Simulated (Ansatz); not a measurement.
What does this script print? It uses the Ansatz DFT code, driven from Python.

Input file `br3geh.xyz`:
```text
5

Br   -0.89110    0.30830    2.05870
Ge   -0.06340    0.10600   -0.09520
Br    2.23170    0.19310   -0.00610
Br   -0.65110   -1.92890   -0.98110
H    -0.57620    1.24780   -1.01770
```

`scan.py`:
```python
'''Potential curve of Br3GeH along one bond.'''

import ansatz as az
import numpy as np

system = az.Crystal.molecule_from_extxyz('br3geh.xyz')

symbols = [site.symbol for site in system.cartesian_sites]
start = np.array([site.position_ang for site in system.cartesian_sites])
axis = (start[2] - start[1]) / np.linalg.norm(start[2] - start[1])
moving = [2]
lengths, energies = [2.023, 2.115, 2.207, 2.298, 2.39, 2.482, 2.574, 2.712], []
for length in lengths:
    xyz = start.copy()
    xyz[moving] += (length - np.linalg.norm(start[2] - start[1])) * axis
    point = az.Crystal.molecule()
    for symbol, place in zip(symbols, xyz):
        point = point.atom(symbol, place.tolist())
    calc = point.calculation()
    calc = calc.basis(gaussian='def2-SVP')
    calc = calc.functional('r2scan')
    r = calc.run(threads=1, pin='off').report
    energies.append(r['free_energy_ev'])
    print(f'r = {length:6.3f} A  E = {energies[-1]:.5f} eV  <S^2> = {abs(r["mean_field"]["state"]["spin_squared"]):.3f}')

# quartic fit about the minimum
fit = np.polynomial.Polynomial.fit(lengths, np.array(energies) - min(energies), 4).convert()
roots = [r.real for r in fit.deriv().roots() if abs(r.imag) < 1e-9 and fit.deriv(2)(r.real) > 0]
r_e = min(roots, key=lambda r: abs(r - lengths[int(np.argmin(energies))]))
print(f'minimum of the fit at {r_e:.4f} A, force constant {fit.deriv(2)(r_e):.2f} eV/A^2')
```

```console
$ python scan.py
r =  2.023 A  E = -266643.00972 eV  <S^2> = 0.000
r =  2.115 A  E = -266643.49806 eV  <S^2> = 0.000
r =  2.207 A  E = -266643.73565 eV  <S^2> = 0.000
r =  2.298 A  E = -266643.79995 eV  <S^2> = 0.000
r =  2.390 A  E = -266643.74712 eV  <S^2> = 0.000
r =  2.482 A  E = -266643.61526 eV  <S^2> = 0.000
r =  2.574 A  E = -266643.43280 eV  <S^2> = 0.000
r =  2.712 A  E = -266643.10668 eV  <S^2> = 0.000
minimum of the fit at 2.2959 A, force constant 14.24 eV/A^2
```

Reading the output:
- Total energies depend on the basis set; only differences at equal settings carry meaning.
- The rest of the molecule is held rigid at a force-field or estimated start geometry, and the basis set is modest; single-reference methods fail as a bond breaks.
- The orbitals are restricted, so S² is zero by construction.
- Wall time of the script: 62 s on 1 thread of Intel(R) Xeon(R) Platinum 8259CL CPU @ 2.50GHz (Skylake/Cascade Lake), with other jobs on the host, peak memory 0.3 GiB.
